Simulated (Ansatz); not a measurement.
Write a Python script for Ansatz 0.2.0, Python API that makes a ladder of methods at one geometry of C₃H₄Al, SMILES C#[C][Al][CH3]. Level of theory (for the species named): MP2, cc-pVDZ basis, multiplicity 2. The script varies method: mp2, ccsd, ccsd_t.

`c3h4al.xyz`
```text
8

C     2.71640    0.02730    0.55030
C     1.52980   -0.33770    0.53300
Al   -0.32590   -0.98710    0.51150
C    -1.63720    0.05920   -0.41510
H     3.66600    0.42250    0.52480
H    -1.78770    1.07530    0.03760
H    -1.42490    0.14320   -1.48220
H    -2.64440   -0.45980   -0.31570
```

`run_methods.py`:
```python
"""C3H4Al at several levels of theory."""

import ansatz as az

BASIS_SET = "cc-pVDZ"


def main() -> None:
    geometry = az.Crystal.molecule_from_extxyz("c3h4al.xyz")

    model = (
        geometry.calculation()
        .basis(gaussian=BASIS_SET)
        .spin("collinear", total=1)
    )

    methods = ["mp2", "ccsd", "ccsd_t"]
    reports = [model.correlation(m).run().report for m in methods]
    print(f"Hartree-Fock reference {reports[0]['reference_energy_ev'] / 27.211386246:.6f} Ha")
    best = reports[-1]["free_energy_ev"] - reports[-1]["reference_energy_ev"]
    for method, each in zip(methods, reports):
        gained = each["free_energy_ev"] - each["reference_energy_ev"]
        print(f"{method:8s} total {each['free_energy_ev'] / 27.211386246:.6f} Ha  correlation {gained:9.4f} eV  ({100 * gained / best:.1f} % of the last)")


if __name__ == "__main__":
    main()
```

```console
$ python run_methods.py
Hartree-Fock reference -357.771523 Ha
mp2      total -358.211006 Ha  correlation  -11.9589 eV  (88.7 % of the last)
ccsd     total -358.247630 Ha  correlation  -12.9555 eV  (96.1 % of the last)
ccsd_t   total -358.266762 Ha  correlation  -13.4762 eV  (100.0 % of the last)
```

Total energies depend on the basis set; only differences at equal settings carry meaning. The geometry is a force-field or estimated start, not a minimum of this method, and the basis set is short of its limit. A lower total doesn't mark the better method: functionals have no common bound, and MP2 and coupled cluster aren't variational. The run takes the species as open-shell (spin multiplicity 2), which needn't be its ground state. Inner cores stay frozen, so this is valence correlation. For Al to Cl the sets with a tight d function, cc-pV(X+d)Z, are usual. The whole script took 39 s on 1 thread of Arm Neoverse V1, on a shared host, peak memory 0.48 GiB.
